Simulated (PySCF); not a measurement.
# The bond of PbO, level by level

One job finds the state of PbO, follows it along the bond with each method and fits the curves.

Method: Pb x2c-TZVPPall, O x2c-TZVPPall, spin-free X2C with a Gaussian nucleus; program: PySCF 2.14.0.

## Step 1: The job

The job is set up so:

```yaml
atoms: Pb, O
charge: 0
basis: Pb x2c-TZVPPall, O x2c-TZVPPall
Hamiltonian: spin-free X2C with a Gaussian nucleus
basis_functions: 114
electrons_treated: 90
masses_in_u: 207.9766, 15.9949
levels: PBE0, PBE, r²SCAN, B2PLYP, B3LYP, M06-2X, r²SCAN0, LC-ωPBE, HF, MP2, SCS-MP2, CCSD, CCSD(T)
grid: 80 radial by 434 angular points
occupations: held fixed by the projection of orbital angular momentum
dissociation_limit: Pb + O, each in its ground configuration
starting_distance_in_angstrom: 1.995
values_of_2S_to_try: 0, 2, 4
```

Started as:

```console
OMP_NUM_THREADS=2 python dia.py task.json out
```

Further steps of the session: First curve: PBE0; Higher solutions at PBE0; PBE (GGA); r²SCAN; B2PLYP (double hybrid); B3LYP; M06-2X (hybrid meta-GGA); r²SCAN0 (hybrid meta-GGA); LC-ωPBE; RHF (mean field); Adding correlation.

Q: Predict the outcome of this session. Wanted: for each run, Re; ωe; De; μ.

The runs gave:

Lowest PBE0 solution found, without spin–orbit coupling: singlet, closed shell. State 2 has its PBE0 minimum 1.89 eV higher. The other levels ran on the lowest alone.

| level | Re (Å) | ωe (cm⁻¹) | De (eV) | μ (D) |
| --- | --- | --- | --- | --- |
| RHF | 1.864 | 883 | 0.86 | -5.49 |
| RHF-MP2 | 1.935 | 726 | 5.48 | n/a |
| RHF-SCS-MP2 | 1.932 | 734 | 5.18 | n/a |
| RHF-CCSD | 1.902 | 796 | 4.25 | n/a |
| RHF-CCSD(T) | 1.929 | 729 | 4.82 | n/a |
| PBE | 1.933 | 732 | 5.65 | -4.29 |
| r²SCAN | 1.911 | 774 | 5.06 | -4.41 |
| B3LYP | 1.918 | 766 | 4.94 | -4.66 |
| PBE0 | 1.900 | 793 | 4.71 | -4.63 |
| r²SCAN0 | 1.889 | 816 | 4.27 | -4.70 |
| M06-2X | 1.889 | 821 | 4.36 | -5.07 |
| LC-ωPBE | 1.876 | 843 | 4.64 | -4.83 |
| B2PLYP | 1.942 | 701 | 5.23 | -5.38 |

De is counted to Pb + O in their ground configurations. A positive dipole means Pb(−)O(+).

**Reading.** The methods spread over 0.078 Å in bond length, from RHF to B2PLYP. Among the levels with a De in the table, it runs from 0.86 eV (RHF) to 5.65 eV (PBE).

Correlated steps freeze 35 core orbitals. Spin–orbit coupling is left out, which matters for elements this heavy, above all for dissociation energies. B2PLYP dipoles, levels and charges come from its SCF part alone. T1 is 0.036 near the minimum (highest on the curve 0.069), which may point to more than one leading configuration.
